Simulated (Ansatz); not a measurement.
## Br2Cd, SMILES [Br][Cd][Br]: a rigid scan of one bond length

Program: the Python package of Ansatz (0.2.0).

The script, `br2cd_scan.py`:
```python
import ansatz as az
import numpy as np

geometry_ang = [
    ("Br", (0.7389, 2.2332, 0.6383)),
    ("Cd", (-0.8366, 0.0556, -0.4489)),
    ("Br", (0.0868, -2.3536, -0.2027)),
]
geometry = az.Crystal.molecule()
for symbol, xyz in geometry_ang:
    geometry = geometry.atom(symbol, xyz)

symbols = [site.symbol for site in geometry.cartesian_sites]
start = np.array([site.position_ang for site in geometry.cartesian_sites])
axis = (start[2] - start[1]) / np.linalg.norm(start[2] - start[1])
moving = [2]
lengths, energies = [2.281, 2.384, 2.488, 2.592, 2.695, 2.799, 2.903, 3.058], []
for length in lengths:
    xyz = start.copy()
    xyz[moving] += (length - np.linalg.norm(start[2] - start[1])) * axis
    point = az.Crystal.molecule()
    for symbol, place in zip(symbols, xyz):
        point = point.atom(symbol, place.tolist())
    job = (
        point.calculation()
        .basis(gaussian="def2-SVP")
        .correlation("MP2")
    )
    rep = job.run(threads=1).report
    energies.append(rep["free_energy_ev"])
    print(f"r = {length:6.3f} A  E = {energies[-1]:.5f} eV  <S^2> = {abs(rep['mean_field']['state']['spin_squared']):.3f}")

fit = np.polynomial.Polynomial.fit(lengths, np.array(energies) - min(energies), 4).convert()
roots = [r.real for r in fit.deriv().roots() if abs(r.imag) < 1e-9 and fit.deriv(2)(r.real) > 0]
r_e = min(roots, key=lambda r: abs(r - lengths[int(np.argmin(energies))]))
print(f"minimum of the fit at {r_e:.4f} A, force constant {fit.deriv(2)(r_e):.2f} eV/A^2")
```

```console
$ python br2cd_scan.py
r =  2.281 A  E = -144544.53783 eV  <S^2> = 0.000
r =  2.384 A  E = -144544.68741 eV  <S^2> = 0.000
r =  2.488 A  E = -144544.67732 eV  <S^2> = 0.000
r =  2.592 A  E = -144544.55994 eV  <S^2> = 0.000
r =  2.695 A  E = -144544.37588 eV  <S^2> = 0.000
r =  2.799 A  E = -144544.14864 eV  <S^2> = 0.000
r =  2.903 A  E = -144543.89906 eV  <S^2> = 0.000
r =  3.058 A  E = -144543.51375 eV  <S^2> = 0.000
minimum of the fit at 2.4282 A, force constant 12.54 eV/A^2
```

Caveats:
- Total energies depend on the basis set; only differences at equal settings carry meaning.
- The rest of the molecule is held rigid at a force-field or estimated start geometry, and the basis set is modest; single-reference methods fail as a bond breaks.
- def2 sets replace the cores of elements past krypton by effective core potentials.
- The orbitals are restricted, so S² is zero by construction.
- S² is that of the Hartree-Fock reference.
- Finished in 20 s on 1 thread of AMD EPYC 7B13 (Zen 3), with other jobs on the host, peak memory 0.32 GiB.
